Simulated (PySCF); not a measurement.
**The bond of NaBi, level by level**

Aim: find the lowest electronic state of NaBi, scan its bond at several levels of theory, and get bond length, wavenumber and dissociation energy from each curve.

The runs use PySCF 2.14.0; Na def2-SVPD, Bi def2-SVPD with ECP60, scalar-relativistic core potentials.

## Step 1: Set-up

The job is set up so:

- atoms: Na, Bi
- charge: 0
- basis: Na def2-SVPD, Bi def2-SVPD with ECP60
- Hamiltonian: scalar-relativistic core potentials
- basis functions: 50
- electrons treated: 34
- masses in u: 22.9898, 208.9804
- levels: PBE0, PBE, r²SCAN, PW91, M06-L, BLYP, HSE06, HF, MP2, SCS-MP2, CCSD, CCSD(T)
- grid: 80 radial by 434 angular points
- occupations: held fixed by the projection of orbital angular momentum
- dissociation limit: Na + Bi, each in its ground configuration
- starting distance in angstrom: 3.035
- values of 2S to try: 0, 2, 4

Launch:

```
> OMP_NUM_THREADS=1 python dia.py task.json out
```

After this run come: First curve: PBE0; Excited determinants; PBE; r²SCAN (meta-GGA); PW91 (GGA); M06-L (meta-GGA); BLYP (GGA); HSE06 (range-separated hybrid); ROHF; Adding correlation.

**Question.** What will these runs give? Wanted: for each run, Re; ωe; De; μ.

**Answer**, as computed:

Lowest PBE0 solution found, without spin–orbit coupling: ³Σ⁻ (triplet), unpaired electrons π ↑↑. State 2 has its PBE0 minimum 0.33 eV higher, as a spin-mixed determinant (⟨S²⟩ = 1.00), so this is no gap between pure states. State 3 has its PBE0 minimum 0.91 eV higher. State 4 has its PBE0 minimum 1.18 eV higher. The other levels ran on the lowest alone.

```
       level  Re (Å)  ωe (cm⁻¹)  De (eV)  μ (D)
        ROHF   3.021      193.7    0.108  -7.79
    ROHF-MP2   3.029      189.7     0.76    n/a
ROHF-SCS-MP2   3.037      187.4     0.75    n/a
   ROHF-CCSD   3.055      179.2     0.82    n/a
ROHF-CCSD(T)   3.061      176.8     0.87    n/a
         PBE   3.007      181.6     1.24  -5.49
        PW91   3.003      182.7     1.28  -5.59
        BLYP   3.015      180.4     1.29  -5.29
      r²SCAN   3.011      182.4     1.15  -6.24
       M06-L   3.039      178.6     1.65  -7.71
        PBE0   2.990      187.6     1.12  -6.18
       HSE06   2.994      187.2     1.18  -6.17
```

De is counted to Na + Bi in their ground configurations. A positive dipole means Na(−)Bi(+).

What this shows: The methods spread over 0.071 Å in bond length, from PBE0 to ROHF-CCSD(T). CCSD(T) can't serve as the judge here: for a weak bond in this basis it is far from its limit. Of the levels with a De here, ROHF gives the least (0.108 eV) and M06-L the most (1.65 eV).

Correlated steps freeze 5 core orbitals. These are scalar-relativistic numbers at best; spin–orbit coupling would shift them, the dissociation energy most. With spin–orbit coupling the term label itself may not hold.
